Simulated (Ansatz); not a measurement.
# C2H6ClF2PSi: the cost of one run

Method: RKS B3LYP-D4/cc-pVDZ, in Ansatz 0.2.0.

## 1. The system as given

Bond lengths: C1–C2 1.551 Å, C2–F3 1.340 Å, C2–Si4 1.839 Å, Si4–F5 1.680 Å, Si4–P6 2.216 Å, Si4–Cl7 2.026 Å, C1–H8 1.093 Å, C1–H9 1.056 Å, C1–H10 1.062 Å, C2–H11 1.118 Å, P6–H12 1.429 Å, P6–H13 1.445 Å. Angles (14 of 21 angles, heavy atoms first): C1–C2–F3 105.4°, C1–C2–Si4 119.2°, F3–C2–Si4 106.1°, C2–Si4–F5 106.7°, C2–Si4–P6 113.4°, C2–Si4–Cl7 113.3°, F5–Si4–P6 106.5°, F5–Si4–Cl7 107.1°, P6–Si4–Cl7 109.3°, C1–C2–H11 108.6°, F3–C2–H11 106.6°, Si4–C2–H11 110.2°, C2–C1–H8 107.0°, C2–C1–H9 108.9°.

Coordinates:

```xyz
13

C     0.0950   -2.1050    0.0751
C     0.2243   -0.6561    0.6123
F     1.5413   -0.4372    0.7304
Si   -0.4353    0.7360   -0.3921
F    -2.0930    0.4961   -0.5207
P    -0.1592    2.7181    0.5605
Cl    0.3082    0.7875   -2.2756
H    -0.9726   -2.3050   -0.0509
H     0.5209   -2.7699    0.7763
H     0.5348   -2.1706   -0.8888
H    -0.1991   -0.6208    1.6465
H     1.2463    2.7780    0.3070
H    -0.5911    3.5142   -0.5651
```

## 2. End point A

File input.yaml:

```yaml
crystal:
  periodic: [false, false, false]
  atoms:
    - { symbol: C, position_ang: [0.095, -2.105, 0.0751] }
    - { symbol: C, position_ang: [0.2243, -0.6561, 0.6123] }
    - { symbol: F, position_ang: [1.5413, -0.4372, 0.7304] }
    - { symbol: Si, position_ang: [-0.4353, 0.736, -0.3921] }
    - { symbol: F, position_ang: [-2.093, 0.4961, -0.5207] }
    - { symbol: P, position_ang: [-0.1592, 2.7181, 0.5605] }
    - { symbol: Cl, position_ang: [0.3082, 0.7875, -2.2756] }
    - { symbol: H, position_ang: [-0.9726, -2.305, -0.0509] }
    - { symbol: H, position_ang: [0.5209, -2.7699, 0.7763] }
    - { symbol: H, position_ang: [0.5348, -2.1706, -0.8888] }
    - { symbol: H, position_ang: [-0.1991, -0.6208, 1.6465] }
    - { symbol: H, position_ang: [1.2463, 2.778, 0.307] }
    - { symbol: H, position_ang: [-0.5911, 3.5142, -0.5651] }
basis:
  gaussian: { orbitals: cc-pVDZ }
hamiltonian:
  xc: b3lyp
  dispersion: d4
relax:
  f_tol: 0.015
  max_steps: 40
```

Launch:

```bash
$ ansatz run input.yaml --threads 2 --pin off --max-ram 3072MiB --backend cpu --events-out ev --progress --plain --runs-dir out
```

**Question.** How long does this run take on 2 threads of AMD EPYC 9R45 (Zen 5), shared host, and how much memory does it need?

About 30 s, with a peak of 0.47 GiB.
